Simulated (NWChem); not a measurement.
**AgCl (silver chloride) at 3 levels**

We compute a comparison of 3 runs (B2PLYP/def2-TZVPP, CAM-B3LYP/def2-TZVPP, wB97X/def2-TZVPP) of AgCl (silver chloride). 

The results are computed with NWChem 7.3.0.

## (1) The molecule

AgCl: 2 atoms, total charge 0, spin state singlet. SMILES: `[Cl][Ag]`. Geometry: relaxed at PBE0-D4/def2-TZVP.

Bond lengths: Cl1–Ag2 2.286 Å.

## (2) The energy at B2PLYP/def2-TZVPP (core potential) (run 1)

sp.nw

```
start sp
title "AgCl"
memory total 2200 mb

geometry units angstroms noautosym nocenter noautoz
   Cl    0.987600   -0.377500    0.491000
   Ag   -0.958100    0.317400   -0.487000
end

basis spherical bse
   Cl library def2-TZVPP
   Ag library def2-TZVPP
end

ecp bse
   Ag library def2-TZVPP
end

dft
   xc hfexch 0.53 becke88 0.47 lyp 0.73 mp2 0.27
   dftmp2 semidirect
   grid fine
   convergence energy 1e-08
   maxiter 100
   mulliken
end

mp2
   freeze core 5
end

task dft energy
```

On the command line:

```
nwchem sp.nw > sp.out
```

Output:

```text
[...]
          Wavefunction type:  closed shell.
          No. of atoms     :     2
          No. of electrons :    36
[...]
          Charge           :     0
          Spin multiplicity:     1
[...]
          AO basis - number of functions:    98
[...]
              XC Information
              --------------
                     Hartree-Fock (Exact) Exchange  0.530
                    Becke 1988 Exchange Functional  0.470
              Lee-Yang-Parr Correlation Functional  0.730
[...]
 d= 0,ls=0.0,diis     1   -606.6984533946 -6.81D+02  6.14D-03  6.75D-01     1.5
[...]
 d= 0,ls=0.0,diis    11   -606.7518915397 -1.09D-09  2.04D-07  8.59D-11    12.3
         Total DFT energy =     -606.751891539738
      One electron energy =    -1046.841310985237
           Coulomb energy =      407.317288617831
    Exchange-Corr. energy =      -42.002730182425
 Nuclear repulsion energy =       74.774861010093
[...]
      Total Density - Mulliken Population Analysis
     ---------------------------------------------
    Atom       Charge   Shell Charges
 -----------   ------   -------------------------------------------------------
    1 Cl  17    17.53   2.01  0.44  1.52  1.11  0.87  4.19  1.68  1.11  2.78  1.80  0.00  0.00  0.02  0.00
    2 Ag  19    18.47   0.03 -0.41  1.62  0.75  0.33  0.03  5.23  0.76  0.12  0.05  5.84  3.24  0.87  0.00  0.00  0.00
[...]
  Basis functions       =     98
[...]
```

It took 15 s on 1 thread of Intel Xeon 6975P-C (Granite Rapids), shared host; peak memory 0.31 GiB.

## (3) Energy and gradient at CAM-B3LYP/def2-TZVPP (core potential) (run 2)

job.xyz

```xyz
2

Cl     0.987600    -0.377500     0.491000
Ag    -0.958100     0.317400    -0.487000
```

run.py

```python
from ase.io import read
from ase.calculators.nwchem import NWChem

molecule = read('job.xyz')

calc = NWChem(
    label='job',
    theory='dft',
    memory='2200 mb',
    basis='def2-TZVPP',
    basispar='spherical bse',
    dft={'xc': 'xcamb88 1.00 lyp 0.81 vwn_5 0.19 hfexch 1.00', 'cam': '0.33 cam_alpha 0.19 cam_beta 0.46', 'mult': '1', 'grid': 'fine', 'convergence': 'energy 1e-08', 'direct': None, 'iterations': '100', 'mulliken': None},
    **{'ecp bse': {'Ag library': 'def2-TZVPP'}},
)
molecule.calc = calc

forces = molecule.get_forces()
print(f"energy = {molecule.get_potential_energy():.6f} eV")
print("forces (eV/A):")
for s, f in zip(molecule.symbols, forces):
    print(f"{s:2s} {f[0]:10.5f} {f[1]:10.5f} {f[2]:10.5f}")
print("dipole (e A):", molecule.get_dipole_moment().round(4))
```

On the command line:

```
export ASE_NWCHEM_COMMAND="nwchem PREFIX.nwi > PREFIX.nwo"
python run.py
```

Output:

```text
energy = -16523.172410 eV
forces (eV/A):
Cl    0.03198   -0.01142    0.01604
Ag   -0.03198    0.01142   -0.01604
dipole (e A): [-1.0126  0.3617 -0.509 ]
```

The calculator wrote job.nwi:

```
title "job"

permanent_dir job

scratch_dir job

start job

geometry units angstrom nocenter noautosym noautoz
  Cl 9.8760000000000003e-01 -3.7750000000000000e-01 4.9099999999999999e-01
  Ag -9.5809999999999995e-01 3.1740000000000002e-01 -4.8699999999999999e-01
end

memory 2200 mb

basis spherical bse noprint
   * library def2-TZVPP
end

dft
  xc xcamb88 1.00 lyp 0.81 vwn_5 0.19 hfexch 1.00
  cam 0.33 cam_alpha 0.19 cam_beta 0.46
  mult 1
  grid fine
  convergence energy 1e-08
  direct
  iterations 100
  mulliken
end
ecp bse
  Ag library def2-TZVPP
end

task dft gradient
```

job.nwo:

```text
Northwest Computational Chemistry Package (NWChem) 7.3.0
             --------------------------------------------------------

           Job information
           ---------------

    nwchem branch   = 7.3.0
    use scalapack   = T
    input           = job.nwi
    prefix          = job.
    data base       = job/job.db
    status          = startup
    nproc           =        1

           Memory information
           ------------------

    heap     =     72089596 doubles =      550.0 Mbytes
    stack    =     72089601 doubles =      550.0 Mbytes
    global   =    144179200 doubles =     1100.0 Mbytes (distinct from heap & stack)
    total    =    288358397 doubles =     2200.0 Mbytes
    verify   = yes
    hardfail = no

           Directory information
           ---------------------

  0 permanent = job
  0 scratch   = job

                                NWChem Input Module
                                -------------------

                                        job
                                        ---

[... 65 lines left out ...]
  convergence criterion.
[... 18 lines left out ...]
          Convergence on gradient requested:  5.00D-04
[... 30 lines left out ...]
          Convergence aids based upon iterative change in
[... 28 lines left out ...]
 1-e energy   =   -1042.865140
[... 39 lines left out ...]
         Total DFT energy =     -607.215391200823
[... 2 lines left out ...]
    Exchange-Corr. energy =      -42.419098520475
[... 779 lines left out ...]
          Convergence on energy requested:  1.00D-08
[... 28 lines left out ...]
          Spatial weights used:  Erf1
[... 4 lines left out ...]
          total energy or number of iterations.
[... 18 lines left out ...]
  int_init: cando_txs set to always be  F
  intd_init: cando_txs set to always be  F

                            NWChem DFT Gradient Module
                            --------------------------

                                        job

  charge          =   0.00
  wavefunction    = closed shell

  int_init: cando_txs set to always be  F
  intd_init: cando_txs set to always be  F

                         DFT ENERGY GRADIENTS

    atom               coordinates                        gradient
                 x          y          z           x          y          z
   1 Cl      1.866293  -0.713372   0.927855   -0.000622   0.000222  -0.000312
   2 Ag     -1.810546   0.599799  -0.920297    0.000622  -0.000222   0.000312

                 ----------------------------------------
                 |  Time  |  1-e(secs)   |  2-e(secs)   |
                 ----------------------------------------
                 |  CPU   |       0.02   |      24.06   |
                 ----------------------------------------
                 |  WALL  |       0.02   |      24.06   |
                 ----------------------------------------

 Task  times  cpu:       73.5s     wall:       73.5s
 Total times  cpu:       73.5s     wall:       73.5s
```

Wall time 75 s (1 thread of Intel Xeon 6975P-C (Granite Rapids), shared host); peak memory 0.13 GiB.

## (4) Energy and gradient at wB97X/def2-TZVPP (core potential) (run 3)

geom.nw

```
start geom
title "AgCl"
memory total 2200 mb

geometry noautosym nocenter noautoz
  Cl       0.987600      -0.377500       0.491000
  Ag      -0.958100       0.317400      -0.487000
end

basis spherical bse
  * library def2-TZVPP
end

ecp bse
  Ag library def2-TZVPP
end

dft
  xc wb97x
  grid fine
  convergence energy 1e-08
  iterations 100
  mulliken
end

task dft gradient
```

On the command line:

```
nwchem geom.nw > geom.out
```

Output:

```text
[...]
          Wavefunction type:  closed shell.
          No. of atoms     :     2
          No. of electrons :    36
[...]
          Charge           :     0
          Spin multiplicity:     1
[...]
          AO basis - number of functions:    98
[...]
              XC Information
              --------------
                       wb97x  Method XC Functional
                     Hartree-Fock (Exact) Exchange  1.000
                         wb97x Exchange Functional  1.000
                      wb97x Correlation Functional  1.000
[...]
 d= 0,ls=0.0,diis     1   -607.1919729113 -6.82D+02  5.77D-03  9.46D-01     5.0
[...]
 d= 0,ls=0.0,diis    11   -607.2547879010 -7.45D-09  1.12D-06  1.71D-09    51.1
         Total DFT energy =     -607.254787901030
      One electron energy =    -1046.701758542675
           Coulomb energy =      407.151025134241
    Exchange-Corr. energy =      -42.478915502689
 Nuclear repulsion energy =       74.774861010093
[...]
      Total Density - Mulliken Population Analysis
     ---------------------------------------------
    Atom       Charge   Shell Charges
 -----------   ------   -------------------------------------------------------
    1 Cl  17    17.49   2.01  0.43  1.52  1.10  0.86  4.19  1.67  1.14  2.78  1.75  0.00  0.00  0.02  0.00
    2 Ag  19    18.51   0.03 -0.41  1.65  0.73  0.36  0.02  5.25  0.74  0.15  0.05  5.81  3.20  0.93  0.00  0.00  0.00
[...]
  wavefunction    = closed shell
[...]
                         DFT ENERGY GRADIENTS
    atom               coordinates                        gradient
                 x          y          z           x          y          z
   1 Cl      1.866293  -0.713372   0.927855   -0.000939   0.000336  -0.000472
   2 Ag     -1.810546   0.599799  -0.920297    0.000939  -0.000336   0.000472
[...]
```

It took 76 s on 1 thread of Intel Xeon 6975P-C (Granite Rapids), shared host; peak memory 0.13 GiB.

## (5) Overview of the runs

| run | level | task | frozen core orbitals | energy (Eh) | dipole moment (D) | HOMO energy (eV) | LUMO energy (eV) | wall time |
| --- | --- | --- | --- | --- | --- | --- | --- | --- |
| 1 | B2PLYP/def2-TZVPP (core potential) | energy | 5 | -607.019929 | 6.12 | -8.57 | -2.20 | 15 s |
| 2 | CAM-B3LYP/def2-TZVPP (core potential) | gradient | – | -607.215391 | 5.71 | -8.89 | -2.38 | 75 s |
| 3 | wB97X/def2-TZVPP (core potential) | gradient | – | -607.254788 | 5.99 | -9.88 | -1.17 | 76 s |

## (6) Summary of results

```
                       quantity          value
            run 3: total energy  -607.25479 Eh
           run 3: dipole moment         5.99 D
             run 3: HOMO energy       -9.88 eV
             run 3: LUMO energy       -1.17 eV
           run 3: HOMO–LUMO gap        8.71 eV
run 3: largest force on an atom     0.057 eV/Å
```

What this shows: The dipole moment (its size) runs from 5.71 D (CAM-B3LYP/def2-TZVPP) to 6.12 D (B2PLYP/def2-TZVPP). A double hybrid's value is that of its SCF part. The HOMO–LUMO gap runs from 6.38 eV (B2PLYP/def2-TZVPP) to 8.71 eV (wB97X/def2-TZVPP). Totals of different functionals can't be ranked against each other. All runs together took 2.8 min, the longest 76 s.
